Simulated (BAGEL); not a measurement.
**B3LYP/6-311+G(d,p) (density fitting with qzvpp-jkfit) run of SiF4 (silicon tetrafluoride)**

What is the energy change on altering one bond length of SiF4 (silicon tetrafluoride) at B3LYP/6-311+G** (density fitting with qzvpp-jkfit)? 

The calculation is run with BAGEL 1.2.2.

2 further runs of the same task are left out: 1 that didn't finish, 1 set aside as unsound or not needed. Runs told in other sessions of the task aren't counted.

**1. The system as given**

SiF4: 5 atoms, total charge 0, spin state singlet. SMILES: `F[Si](F)(F)F`. The coordinates come from a GFN2-xTB relaxation.

Bond lengths: Si1–F2 1.566 Å, Si1–F3 1.566 Å, Si1–F4 1.566 Å, Si1–F5 1.566 Å. Angles: F2–Si1–F3 109.3°, F2–Si1–F4 109.6°, F2–Si1–F5 109.5°, F3–Si1–F4 109.5°, F3–Si1–F5 109.5°, F4–Si1–F5 109.5°.

**2. The energy at B3LYP/6-311+G(d,p) (density fitting with qzvpp-jkfit)**

job.json reads:

```json
{ "bagel": [

{
  "title": "molecule",
  "basis": "6-311+gss.json",
  "df_basis": "qzvpp-jkfit",
  "angstrom": true,
  "geometry": [
    { "atom": "Si", "xyz": [   -0.000700,    0.000340,   -0.000360 ] },
    { "atom": "F", "xyz": [    0.012160,   -0.018360,    1.565530 ] },
    { "atom": "F", "xyz": [    1.473030,    0.010450,   -0.529820 ] },
    { "atom": "F", "xyz": [   -0.745860,    1.282160,   -0.504010 ] },
    { "atom": "F", "xyz": [   -0.738620,   -1.274590,   -0.531350 ] }
  ]
},
{
  "title": "ks",
  "xc_func": "b3lyp"
},
{
  "title": "print",
  "file": "orbitals.molden",
  "orbitals": true
}

]}
```

The basis set 6-311+G** is read from a file made from the Basis Set Exchange's data (not shown).

Started as:

```bash
$ BAGEL_NUM_THREADS=1 BAGEL job.json > job.out
```

Standard output:

```text
* using 1 threads per process

  ===============================================================
  ===============================================================

  *** Geometry ***

  { "atom" : "Si", "xyz" : [     -0.001323,      0.000643,     -0.000680 ] },
  { "atom" : "F", "xyz" : [      0.022979,     -0.034695,      2.958423 ] },
  { "atom" : "F", "xyz" : [      2.783623,      0.019748,     -1.001215 ] },
  { "atom" : "F", "xyz" : [     -1.409471,      2.422931,     -0.952441 ] },
  { "atom" : "F", "xyz" : [     -1.395790,     -2.408626,     -1.004106 ] },

  Number of auxiliary basis functions:      436

  Since a DF basis is specified, we compute 2- and 3-index integrals:
    o Being stored without compression. Storage requirement is 0.049 GB

  Number of basis functions:      118
  Number of electrons      :       50

    * METHOD: MOLECULE                             0.19

  *** Kohn-Sham DFT ***

    * Removing 8552 points whose weight is below 1.00e-10
    * Grid points: 65978

  === Nuclear Repulsion ===
   270.8876372071

       - DIIS with orbital gradients will be used.

  === KS iteration (b3lyp / 6-311+gss.json) ===
      0       -585.75852917          0.33061377           0.37
      1       -528.18407726          0.23196506           0.35
      2       -616.70153135          0.26196274           0.34
      3       -678.17910396          0.16144851           0.34
      4       -683.07308181          0.09842636           0.35
      5       -688.61023202          0.03066576           0.35
      6       -689.23355961          0.00920546           0.35
      7       -689.26578115          0.00215053           0.35
      8       -689.26771946          0.00049229           0.35
      9       -689.26779176          0.00019275           0.36
     10       -689.26780468          0.00000970           0.35
     11       -689.26780472          0.00000195           0.35
     12       -689.26780472          0.00000039           0.35
     13       -689.26780472          0.00000033           0.35
     14       -689.26780472          0.00000005           0.35
     15       -689.26780472          0.00000004           0.35
     16       -689.26780472          0.00000001           0.35
     17       -689.26780472          0.00000000           0.35
    * SCF iteration converged.

    * Permanent dipole moment:
           (    0.003384,    -0.001589,     0.001802) a.u.

    * METHOD: KS                                   6.61

    * METHOD: PRINT                                0.02

  ===============================================================
```

Wall time 7.2 s (1 thread of Arm Neoverse V2, shared host); peak memory 0.39 GiB.

**3. The distorted shape at the same level**

input.json reads:

```json
{ "bagel" : [

{
  "title" : "molecule",
  "basis" : "6-311+gss.json",
  "df_basis" : "qzvpp-jkfit",
  "angstrom" : true,
  "geometry" : [
    { "atom" : "Si", "xyz" : [   -0.221775,   -0.001177,    0.079065 ] },
    { "atom" : "F", "xyz" : [   -0.208915,   -0.019877,    1.644955 ] },
    { "atom" : "F", "xyz" : [    1.473030,    0.010450,   -0.529820 ] },
    { "atom" : "F", "xyz" : [   -0.966935,    1.280643,   -0.424585 ] },
    { "atom" : "F", "xyz" : [   -0.959695,   -1.276107,   -0.451925 ] }
  ]
},
{ "title" : "ks", "xc_func" : "b3lyp" },
{ "title" : "print", "file" : "orbitals.molden", "orbitals" : true }

]}
```

The basis set 6-311+G** is read from a file made from the Basis Set Exchange's data (not shown).

Started as:

```bash
$ BAGEL_NUM_THREADS=1 BAGEL input.json > input.out
```

Standard output:

```text
* using 1 threads per process

  ===============================================================
  ===============================================================

  *** Geometry ***

  { "atom" : "Si", "xyz" : [     -0.419094,     -0.002224,      0.149411 ] },
  { "atom" : "F", "xyz" : [     -0.394792,     -0.037562,      3.108514 ] },
  { "atom" : "F", "xyz" : [      2.783623,      0.019748,     -1.001215 ] },
  { "atom" : "F", "xyz" : [     -1.827242,      2.420065,     -0.802349 ] },
  { "atom" : "F", "xyz" : [     -1.813561,     -2.411493,     -0.854014 ] },

  Number of auxiliary basis functions:      436

  Since a DF basis is specified, we compute 2- and 3-index integrals:
    o Being stored without compression. Storage requirement is 0.049 GB

  Number of basis functions:      118
  Number of electrons      :       50

    * METHOD: MOLECULE                             0.19

  *** Kohn-Sham DFT ***

    * Removing 8281 points whose weight is below 1.00e-10
    * Grid points: 66249

  === Nuclear Repulsion ===
   261.7674087953

       - DIIS with orbital gradients will be used.

  === KS iteration (b3lyp / 6-311+gss.json) ===
      0       -585.69110022          0.33039700           0.37
      1       -532.11153255          0.22605439           0.34
      2       -612.04745376          0.25503972           0.35
      3       -678.46382942          0.15323786           0.34
      4       -681.64633757          0.10880714           0.34
      5       -688.39092408          0.03493751           0.34
      6       -689.19540108          0.00960681           0.34
      7       -689.24427961          0.00210410           0.34
      8       -689.24627408          0.00092427           0.34
      9       -689.24651193          0.00041277           0.35
     10       -689.24657256          0.00006385           0.34
     11       -689.24657411          0.00001169           0.34
     12       -689.24657411          0.00001249           0.34
     13       -689.24657416          0.00000089           0.34
     14       -689.24657416          0.00000015           0.35
     15       -689.24657416          0.00000003           0.35
     16       -689.24657416          0.00000002           0.34
     17       -689.24657416          0.00000001           0.34
    * SCF iteration converged.

    * Permanent dipole moment:
           (    0.377535,     0.001007,    -0.132928) a.u.

    * METHOD: KS                                   6.51

    * METHOD: PRINT                                0.02

  ===============================================================
```

It took 6.9 s on 1 thread of Arm Neoverse V2, shared host; peak memory 0.39 GiB.

**4. Outcome**

At B3LYP/6-311+G** (density fitting with qzvpp-jkfit):

| quantity | value |
| --- | --- |
| first shape: total energy | -689.26780 Eh |
| first shape: dipole moment | 0.01 D |
| first shape: HOMO energy | -12.64 eV |
| first shape: LUMO energy | -0.93 eV |
| first shape: HOMO–LUMO gap | 11.71 eV |
| distorted shape: total energy | -689.24657 Eh |
| distorted shape: dipole moment | 1.02 D |
| distorted shape: HOMO energy | -11.91 eV |
| distorted shape: LUMO energy | -1.62 eV |
| distorted shape: HOMO–LUMO gap | 10.29 eV |
| energy change with the Si1–F3 bond stretched from 1.566 to 1.801 Å | 0.578 eV |

With the Si1–F3 bond stretched from 1.566 to 1.801 Å the energy rises by 0.58 eV (13.3 kcal/mol). The first shape isn't relaxed at this level, so the change isn't measured from a minimum.
